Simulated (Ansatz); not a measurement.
# Al (hcp type): the cost of one run

Program: Ansatz 0.2.0. Level of theory: DFT LDA, with the methods named in each step. These are calculated values, not measurements.

This is Al in the hcp structure; at room conditions it is fcc.

2 further runs of the same task are left out: 1 that didn't finish, 1 set aside as unsound or not needed. Runs told in other sessions of the task aren't counted.

**1. The system as given**

The structure is hexagonal, space group P6_3/mmc (No. 194). The conventional cell has a = 2.815 Å, b = 2.815 Å, c = 4.647 Å, α = 90.00°, β = 90.00°, γ = 120.00°. Al (site symmetry -6m2) has 12 Al at 2.82 to 2.84 Å in its first shell of neighbours.

Structure file:

```cif
data_structure
_symmetry_space_group_name_H-M 'P6_3/mmc'
_symmetry_Int_Tables_number 194
_cell_length_a 2.8153
_cell_length_b 2.8153
_cell_length_c 4.6472
_cell_angle_alpha 90.000
_cell_angle_beta 90.000
_cell_angle_gamma 120.000
_cell_volume 31.90
loop_
_atom_site_label
_atom_site_type_symbol
_atom_site_symmetry_multiplicity
_atom_site_Wyckoff_symbol
_atom_site_fract_x
_atom_site_fract_y
_atom_site_fract_z
_atom_site_occupancy
Al1 Al 2 c 0.33333 0.66667 0.25000 1
```

The file gives the conventional cell by its symmetry; the runs use the cell typed in the input.

Whether this phase is the stable one at these pressures isn't tested.

Atoms are numbered in the order of the input: Al1, Al2.

**2. The reference volume, LAPW**

The input, input.yaml:

```yaml
crystal:
  lattice:
    - [2.815345286, 0.0, 0.0]
    - [-1.407672643, 2.438160538, 0.0]
    - [0.0, 0.0, 4.6472138214]
  atoms:
    - { symbol: Al, position: [0.3333333333, 0.6666666667, 0.25] }
    - { symbol: Al, position: [0.6666666667, 0.3333333333, 0.75] }
kpoints:
  mp_grid: { grid: [15, 15, 8] }
  band_path:
    path:
      - [0.0, 0.0, 0.0]
      - [0.5, 0.0, 0.0]
      - [0.3333333333, 0.3333333333, 0.0]
      - [0.0, 0.0, 0.0]
      - [0.0, 0.0, 0.5]
      - [0.5, 0.0, 0.5]
      - [0.3333333333, 0.3333333333, 0.5]
      - [0.0, 0.0, 0.5]
      - [0.5, 0.0, 0.5]
    npoints: 14
scf:
  occupations: { method: fermi_dirac, width: 0.08 }
hamiltonian:
  xc: lda
  pseudopotentials: { kind: all_electron, lapw: { basis_error: 0.001 } }
output:
  forces: true
  stress: true
  eigenvalues: true
  populations: true
  dos: { projected: true, de: 0.2, e_range: [-14, 8] }
```

The run is started by

```console
ansatz run input.yaml --threads 1 --pin off --max-ram 2048MiB --backend cpu --events-out ev --progress --plain --runs-dir out
```

What time and memory should one allow on 1 thread of Arm Neoverse V1, shared host?

About 11 s, with a peak of 0.27 GiB.
